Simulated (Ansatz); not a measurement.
# C₂H₄Cl₂OSi: basis-set convergence

Aim: see how fast density functionals and correlated methods converge with the basis set for C₂H₄Cl₂OSi.

The runs use Ansatz 0.2.0, Gaussian basis; one geometry, several basis sets.

The runs, in order: PBE0-D4/def2-SVP; ωB97M-V/def2-SVP; PBE0-D4/def2-QZVPP; ωB97M-V/def2-QZVPP; CCSD(T)/cc-pV(D+d)Z; CCSD(T)/cc-pV(T+d)Z; MP2/cc-pV(Q+d)Z; the functionals' def2-TZVPP values are taken from earlier runs.

### 1 The relaxed structure

The geometry comes from an earlier relaxation with PBE0-D4 in a triple-zeta def2 set; it is a stationary point, not always the lowest conformer.

10 atoms, charge 0, spin multiplicity 1.

Atoms are counted from 1 here; the program's logs count them from 0.

Bond lengths: C1–C2 1.330 Å, C1–H7 1.086 Å, C1–H8 1.085 Å, C2–Si3 1.833 Å, C2–H9 1.087 Å, Si3–O4 1.625 Å, Si3–Cl5 2.049 Å, Si3–Cl6 2.049 Å, O4–H10 0.959 Å. Angles: C2–C1–H7 121.7°, C2–C1–H8 121.6°, H7–C1–H8 116.6°, C1–C2–Si3 122.2°, C1–C2–H9 119.5°, Si3–C2–H9 118.2°, C2–Si3–O4 108.2°, C2–Si3–Cl5 110.8°, C2–Si3–Cl6 110.8°, O4–Si3–Cl5 110.5°, O4–Si3–Cl6 110.5°, Cl5–Si3–Cl6 106.0°, Si3–O4–H10 118.7°.

### 2 PBE0-D4 in def2-SVP

Input file in.yaml:

```yaml
crystal:
  periodic: [false, false, false]
  atoms:
    - {symbol: C, position_ang: [0.155811, -1.128492, 1.359794]}
    - {symbol: C, position_ang: [-0.533007, -0.094006, 0.886824]}
    - {symbol: Si, position_ang: [-0.149456, 0.678934, -0.730395]}
    - {symbol: O, position_ang: [1.106919, -0.115405, -1.387211]}
    - {symbol: Cl, position_ang: [-1.774437, 0.607012, -1.976149]}
    - {symbol: Cl, position_ang: [0.297118, 2.665243, -0.500778]}
    - {symbol: H, position_ang: [-0.078422, -1.580424, 2.319151]}
    - {symbol: H, position_ang: [0.981099, -1.563774, 0.805635]}
    - {symbol: H, position_ang: [-1.353857, 0.315428, 1.470785]}
    - {symbol: H, position_ang: [1.431433, 0.164185, -2.244755]}
basis:
  gaussian: {orbitals: def2-SVP}
hamiltonian: {xc: pbe0, dispersion: d4}
output: {orbitals: {seedname: orbitals}}
```

Run with:

```console
$ ansatz run in.yaml --threads 2 --pin off --events-out ev --progress --plain --max-ram 32768MiB --backend cpu
```

Standard output:

```text
Functional definition: PBE0
  name "PBE0"
  cite "Adamo & Barone, J. Chem. Phys. 110, 6158 (1999) doi:10.1063/1.478522"
  cite "Perdew, Burke & Ernzerhof, Phys. Rev. Lett. 77, 3865 (1996) doi:10.1103/PhysRevLett.77.3865"
  parent pbe
  parameter a = 0.25
  parameter kappa = 0.804
  parameter beta = 0.06672455060314922
  exchange = (1 - a)*pbe_x(kappa = kappa, mu = beta*pi^2/3) + a*exact_x
  correlation = pbe_c(beta = beta)
1110 factors; integrals over basis functions are off by at most 1.2e-3 eV
mean field evaluation 1: about -37076.0097 eV, gradient 5.8e1 eV
mean field evaluation 2: about -37069.9491 eV, gradient 8.0e1 eV
mean field evaluation 4: about -37082.9438 eV, gradient 2.8e0 eV
mean field evaluation 8: about -37083.1053 eV, gradient 4.5e-1 eV
mean field evaluation 16: about -37083.1058 eV, gradient 2.8e-5 eV
mean field -37083.10583687 eV, -1362.7790036730 hartree, gradient 2.8e-5 eV, S^2 0.000000; 0 other end points of the search recorded, 0 dependent functions left out
reference -37083.10586175 eV, -1362.7790045872 hartree; 36, 36 occupied and 80, 80 virtual orbitals, 1110 factors
Total energy: -37083.37694679 eV, -1362.7889667789 hartree
```

Run time: 2.1 s. Hardware: 2 threads of AMD EPYC 7R13, shared host; peak memory 0.26 GiB.

### 3 ωB97M-V in def2-SVP

in.yaml, as its differences from that of step 2:

```diff
@@ -15,3 +15,3 @@
   gaussian: {orbitals: def2-SVP}
-hamiltonian: {xc: pbe0, dispersion: d4}
+hamiltonian: {xc: {name: wB97M-V}}
 output: {orbitals: {seedname: orbitals}}
```

The command is unchanged.

Standard output, shortened:

```text
Functional definition: wB97M-V
  name "wB97M-V"
  cite "Mardirossian & Head-Gordon, J. Chem. Phys. 144, 214110 (2016) doi:10.1063/1.4952647"
  cite "Becke, J. Chem. Phys. 107, 8554 (1997) doi:10.1063/1.475007"
  cite "Vydrov & Van Voorhis, J. Chem. Phys. 133, 244103 (2010) doi:10.1063/1.3521275"
  # Of w^i u^j: cxij and so on, Table III.
[...]
  gx(w, u) = 1 - cx + cx01*u + cx10*w
  gss(w, u) = css00 + css04*u^4 + css10*w + css20*w^2 + css43*w^4*u^3
  gos(w, u) = cos00 + cos10*w + (cos20 + cos21*u)*w^2 + (cos60 + cos61*u)*w^6
[...]
      + integral(e_c_pw_mod_opposite_spin*gos(b97_w_opposite, b97_u_opposite)) + vv10(b, c)
1110 factors; integrals over basis functions are off by at most 1.2e-3 eV
297 factors; integrals over basis functions are off by at most 7.5e-6 eV
[...]
mean field -37096.25697016 eV, -1363.2622989073 hartree, gradient 1.4e-5 eV, S^2 0.000000; 0 other end points of the search recorded, 0 dependent functions left out
reference -37096.25700756 eV, -1363.2623002819 hartree; 36, 36 occupied and 80, 80 virtual orbitals, 1110 factors
Total energy: -37096.25700756 eV, -1363.2623002819 hartree
```

Wall time 8.1 s (2 threads of AMD EPYC 7R13, shared host); peak memory 0.38 GiB.

### 4 PBE0-D4 in def2-QZVPP

in.yaml, as its differences from that of step 3:

```diff
@@ -14,4 +14,4 @@
 basis:
-  gaussian: {orbitals: def2-SVP}
-hamiltonian: {xc: {name: wB97M-V}}
+  gaussian: {orbitals: "def2-QZVPP.json"}
+hamiltonian: {xc: pbe0, dispersion: d4}
 output: {orbitals: {seedname: orbitals}}
```

Run with:

```console
$ ansatz run in.yaml --threads 2 --pin off --events-out ev --progress --plain --max-ram 32768MiB --backend cuda --devices 0, --max-vram 18GiB
```

Standard output:

```text
Functional definition: PBE0
  name "PBE0"
  cite "Adamo & Barone, J. Chem. Phys. 110, 6158 (1999) doi:10.1063/1.478522"
  cite "Perdew, Burke & Ernzerhof, Phys. Rev. Lett. 77, 3865 (1996) doi:10.1103/PhysRevLett.77.3865"
  parent pbe
  parameter a = 0.25
  parameter kappa = 0.804
  parameter beta = 0.06672455060314922
  exchange = (1 - a)*pbe_x(kappa = kappa, mu = beta*pi^2/3) + a*exact_x
  correlation = pbe_c(beta = beta)
1881 factors; their error is unknown
mean field evaluation 1: about -37091.0392 eV, gradient 7.1e1 eV
mean field evaluation 2: about -37080.1144 eV, gradient 1.0e2 eV
mean field evaluation 4: about -37100.8355 eV, gradient 5.0e0 eV
mean field evaluation 8: about -37100.8815 eV, gradient 2.5e-1 eV
mean field evaluation 16: about -37100.9162 eV, gradient 1.9e-4 eV
mean field -37100.91617113 eV, -1363.4335213846 hartree, gradient 3.7e-5 eV, S^2 0.000000; 0 other end points of the search recorded, 0 dependent functions left out
reference -37100.91620887 eV, -1363.4335227717 hartree; 36, 36 occupied and 465, 465 virtual orbitals, 1881 factors
Total energy: -37101.18729391 eV, -1363.4434849634 hartree
```

Wall time 7.5 s (1 × H100 (card shared with other runs) with 2 threads of AMD EPYC 7R13, shared host); peak host memory 1 GiB.

### 5 ωB97M-V in def2-QZVPP

in.yaml, as its differences from that of step 4:

```diff
@@ -15,3 +15,3 @@
   gaussian: {orbitals: "def2-QZVPP.json"}
-hamiltonian: {xc: pbe0, dispersion: d4}
+hamiltonian: {xc: {name: wB97M-V}}
 output: {orbitals: {seedname: orbitals}}
```

Same command.

Standard output, shortened:

```text
Functional definition: wB97M-V
  name "wB97M-V"
  cite "Mardirossian & Head-Gordon, J. Chem. Phys. 144, 214110 (2016) doi:10.1063/1.4952647"
  cite "Becke, J. Chem. Phys. 107, 8554 (1997) doi:10.1063/1.475007"
  cite "Vydrov & Van Voorhis, J. Chem. Phys. 133, 244103 (2010) doi:10.1063/1.3521275"
  # Of w^i u^j: cxij and so on, Table III.
[...]
  gx(w, u) = 1 - cx + cx01*u + cx10*w
  gss(w, u) = css00 + css04*u^4 + css10*w + css20*w^2 + css43*w^4*u^3
  gos(w, u) = cos00 + cos10*w + (cos20 + cos21*u)*w^2 + (cos60 + cos61*u)*w^6
[...]
      + integral(e_c_pw_mod_opposite_spin*gos(b97_w_opposite, b97_u_opposite)) + vv10(b, c)
1829 factors; their error is unknown
367 factors; integrals over basis functions are off by at most 2.3e-5 eV
[...]
mean field -37114.06672011 eV, -1363.9167951460 hartree, gradient 3.5e-5 eV, S^2 0.000000; 0 other end points of the search recorded, 0 dependent functions left out
reference -37114.06677888 eV, -1363.9167973060 hartree; 36, 36 occupied and 465, 465 virtual orbitals, 1829 factors
Total energy: -37114.06677888 eV, -1363.9167973060 hartree
```

It took 18 s on 1 × H100 (card shared with other runs) with 2 threads of AMD EPYC 7R13, shared host; peak host memory 1.1 GiB.

### 6 Functionals by basis

The def2-TZVPP values come from earlier runs at the same geometry.

| functional | basis | functions | energy (eV) | from the largest (eV) | HOMO (eV) | LUMO (eV) |
| --- | --- | --- | --- | --- | --- | --- |
| PBE0-D4 | def2-SVP | 116 | -37083.3769 | 17.810 | -8.31 | -0.70 |
| PBE0-D4 | def2-TZVPP | 275 | -37099.9461 | 1.241 | -8.39 | -0.91 |
| PBE0-D4 | def2-QZVPP | 501 | -37101.1873 | 0.000 | -8.42 | -0.97 |
| ωB97M-V | def2-SVP | 116 | -37096.2570 | 17.810 | -10.52 | 1.54 |
| ωB97M-V | def2-TZVPP | 275 | -37112.8919 | 1.175 | -10.63 | 1.23 |
| ωB97M-V | def2-QZVPP | 501 | -37114.0668 | 0.000 | -10.66 | 1.11 |

### 7 CCSD(T) in cc-pV(D+d)Z

in.yaml, as its differences from that of step 5:

```diff
@@ -14,4 +14,3 @@
 basis:
-  gaussian: {orbitals: "def2-QZVPP.json"}
-hamiltonian: {xc: {name: wB97M-V}}
-output: {orbitals: {seedname: orbitals}}
+  gaussian: {orbitals: "cc-pV(D+d)Z.json"}
+correlation: {method: ccsd_t}
```

The command is unchanged.

Standard output, shortened:

```text
Functional definition: HF
  name "HF"
  cite "Fock, Z. Phys. 61, 126 (1930) doi:10.1007/BF01340294"
  parent pbe
[...]
1297 factors; integrals over basis functions are off by at most 9.9e-4 eV
[...]
mean field -37035.64978122 eV, -1361.0350257946 hartree, gradient 5.5e-6 eV, S^2 0.000000; 0 other end points of the search recorded, 0 dependent functions left out
18 core orbitals not correlated: weight in the atoms' cores, before any rotation towards them, 1.000 or more for the frozen orbitals, at most 0.000 for the correlated occupied ones
reference -37035.64978122 eV, -1361.0350257946 hartree; 18, 18 occupied and 95, 95 virtual orbitals, 1297 factors
second order -22.12935101 eV of doubles, -0.00000000 eV of singles
cycle   1  -23.00275451 eV  change   -8.7e-1 eV  update   9.9e-2
[...]
cycle   8  -23.62730112 eV  change   -1.2e-5 eV  update   4.0e-5
perturbative correction -0.67579837 eV, -0.0248351320 hartree
Total energy: -37059.95288071 eV, -1361.9281482278 hartree
```

Wall time 11 s (1 × H100 (card shared with other runs) with 2 threads of AMD EPYC 7R13, shared host); peak host memory 0.75 GiB.

### 8 CCSD(T) in cc-pV(T+d)Z

in.yaml, as its differences from that of step 7:

```diff
@@ -14,3 +14,4 @@
 basis:
-  gaussian: {orbitals: "cc-pV(D+d)Z.json"}
+  gaussian: {orbitals: "cc-pV(T+d)Z.json"}
 correlation: {method: ccsd_t}
+output: {orbitals: {seedname: orbitals}}
```

The command is unchanged.

Standard output, shortened:

```text
Functional definition: HF
  name "HF"
  cite "Fock, Z. Phys. 61, 126 (1930) doi:10.1007/BF01340294"
  parent pbe
[...]
1557 factors; integrals over basis functions are off by at most 7.5e-4 eV
[...]
mean field -37038.41429743 eV, -1361.1366198915 hartree, gradient 2.7e-6 eV, S^2 0.000000; 0 other end points of the search recorded, 0 dependent functions left out
18 core orbitals not correlated: weight in the atoms' cores, before any rotation towards them, 1.000 or more for the frozen orbitals, at most 0.000 for the correlated occupied ones
reference -37038.41429743 eV, -1361.1366198915 hartree; 18, 18 occupied and 227, 227 virtual orbitals, 1557 factors
second order -28.57881317 eV of doubles, -0.00000000 eV of singles
cycle   1  -29.23585703 eV  change   -6.6e-1 eV  update   1.1e-1
[...]
cycle   9  -29.99350974 eV  change   -2.1e-5 eV  update   2.1e-5
perturbative correction -1.30045230 eV, -0.0477907406 hartree
Total energy: -37069.70825947 eV, -1362.2866517849 hartree
```

Wall time 11 s (1 × H100 (card shared with other runs) with 2 threads of AMD EPYC 7R13, shared host); peak host memory 0.8 GiB.

### 9 MP2 in cc-pV(Q+d)Z

in.yaml, as its differences from that of step 8:

```diff
@@ -14,4 +14,3 @@
 basis:
-  gaussian: {orbitals: "cc-pV(T+d)Z.json"}
-correlation: {method: ccsd_t}
-output: {orbitals: {seedname: orbitals}}
+  gaussian: {orbitals: "cc-pV(Q+d)Z.json"}
+correlation: {method: mp2}
```

The command is unchanged.

Standard output:

```text
Functional definition: HF
  name "HF"
  cite "Fock, Z. Phys. 61, 126 (1930) doi:10.1007/BF01340294"
  parent pbe
  exchange = exact_x
  correlation = 0
2862 factors; integrals over basis functions are off by at most 9.4e-4 eV
mean field evaluation 1: about -37034.8504 eV, gradient 4.3e1 eV
mean field evaluation 2: about -37035.0486 eV, gradient 4.3e1 eV
mean field evaluation 4: about -37038.9580 eV, gradient 4.1e0 eV
mean field evaluation 8: about -37039.0158 eV, gradient 2.3e-1 eV
mean field -37039.01606726 eV, -1361.1587345251 hartree, gradient 2.4e-6 eV, S^2 0.000000; 0 other end points of the search recorded, 0 dependent functions left out
18 core orbitals not correlated: weight in the atoms' cores, before any rotation towards them, 1.000 or more for the frozen orbitals, at most 0.000 for the correlated occupied ones
reference -37039.01606726 eV, -1361.1587345251 hartree; 18, 18 occupied and 441, 441 virtual orbitals, 2862 factors
second order -30.99649110 eV of doubles, -0.00000000 eV of singles
Total energy: -37070.01255836 eV, -1362.2978345629 hartree
```

It took 12 s on 1 × H100 (card shared with other runs) with 2 threads of AMD EPYC 7R13, shared host; peak host memory 1 GiB.

The pieces so far (eV):

| basis | HF | MP2 correlation | CCSD correlation | (T) | total |
| --- | --- | --- | --- | --- | --- |
| cc-pV(D+d)Z | -37035.6498 | -22.1294 | -23.6273 | -0.6758 | -37059.9529 |
| cc-pV(T+d)Z | -37038.4143 | -28.5788 | -29.9935 | -1.3005 | -37069.7083 |
| cc-pV(Q+d)Z | -37039.0161 | -30.9965 |  |  | -37070.0126 (MP2) |

### 10 From triple and quadruple zeta to the limit

This step is arithmetic on the last runs, with X = 3 and 4: exp(−5.46√X) for Hartree-Fock, X^−3.05 for correlation; only MP2 was run in the larger set, so CCSD(T) minus MP2 is added from the smaller one.

| level | energy at the limit (eV) |
| --- | --- |
| HF | -37039.1974 |
| MP2 | -37071.9150 |
| CCSD | -37073.3297 |
| CCSD(T) | -37074.6301 |

| basis | HF above its limit (eV) | share of the MP2 correlation limit (%) |
| --- | --- | --- |
| cc-pV(D+d)Z | 3.548 | 67.6 |
| cc-pV(T+d)Z | 0.783 | 87.3 |
| cc-pV(Q+d)Z | 0.181 | 94.7 |

### 11 What came out

| quantity | value |
| --- | --- |
| MP2 correlation recovered, cc-pV(D+d)Z | 67.6 % |
| MP2 correlation recovered, cc-pV(T+d)Z | 87.3 % |
| MP2 correlation recovered, cc-pV(Q+d)Z | 94.7 % |
| CCSD(T) limit from def2 sets (earlier runs) less the limit of this series | -156 meV |
| PBE0-D4: double and triple zeta above quadruple | 17.81, 1.24 eV |
| ωB97M-V: double and triple zeta above quadruple | 17.81, 1.17 eV |

**Reading.** PBE0-D4 gains 16.57 eV from double to triple zeta, then 1.24 eV more. Correlation climbs from 68 % (cc-pV(D+d)Z) to 95 % (cc-pV(Q+d)Z) of the limit; Hartree-Fock is 0.181 eV from its own by then. A limit from the def2 sets, made apart, differs by 156 meV, a least measure of the doubt on such a limit. These are total energies; as a rule much of such shifts cancels in differences, which this series doesn't test.
